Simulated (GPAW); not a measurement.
A run of GPAW 26.7.0 is set up as follows.

Contents of run.py:

```python
from ase import Atoms
from ase.eos import EquationOfState
from ase.io import Trajectory
from ase.units import GPa
from gpaw import GPAW, PW

atoms = Atoms(['In', 'In', 'Se', 'Se', 'Se', 'Se'],
              cell=[[3.894893, 0.0, 0.0],
                    [0.0, 3.894893, 0.0],
                    [0.0, 0.0, 9.626231]],
              scaled_positions=[[0.5, 0.0, 0.293532],
                                [0.0, 0.5, 0.706468],
                                [0.5, 0.5, 0.0],
                                [0.0, 0.0, 0.0],
                                [0.5, 0.0, 0.633788],
                                [0.0, 0.5, 0.366212]],
              pbc=True)

traj = Trajectory('eos.traj', 'w')
volumes, energies = [], []
for x in [0.94, 0.96, 0.98, 1.0, 1.02, 1.04, 1.06]:
    a = atoms.copy()
    a.set_cell(atoms.cell * x**(1 / 3), scale_atoms=True)
    calc = GPAW(mode=PW(600),
                xc='PBE',
                kpts={'size': (6, 6, 3), 'gamma': True},
                occupations={'name': 'fermi-dirac', 'width': 0.05},
                nbands=42,
                convergence={'density': 1e-05, 'energy': 1e-05},
                maxiter=150,
                txt=f'eos-{x:.2f}.txt')
    a.calc = calc
    energies.append(a.get_potential_energy(force_consistent=True))
    volumes.append(a.get_volume())
    p = -a.get_stress()[:3].mean() / GPa
    calc.write(f'eos-{x:.2f}.gpw')
    traj.write(a)
    print(f'{x:.2f} {volumes[-1]:10.4f} A^3 {energies[-1]:14.6f} eV {p:9.3f} GPa', flush=True)

v0, e0, B = EquationOfState(volumes, energies, eos='birchmurnaghan').fit()
print(f'V0 = {v0:.4f} A^3, E0 = {e0:.6f} eV, B0 = {B / GPa:.2f} GPa')
```

Potentials or basis: GPAW PAW data sets (gpaw-data 1.2.1), pw.

The run is started by

```console
$ OMP_NUM_THREADS=1 python run.py
```

**Question.** What does it give for the bulk modulus at fixed shape and positions?

**Answer.** 58 GPa.

**Question.** Estimate the equilibrium volume.

**Answer.** 24.16 Å³/atom.

Energy against volume, from the lowest point:
```tsv
volume (Å³/atom)	energy (meV/atom)
22.878	13.43
23.365	4.80
23.852	0.49
24.339	0.00
24.825	2.90
25.312	8.79
25.799	17.31
```

Caveat: the cell was scaled at fixed shape and fractional positions, which overstates the stiffness of a crystal with free parameters, most of all of layers and chains.
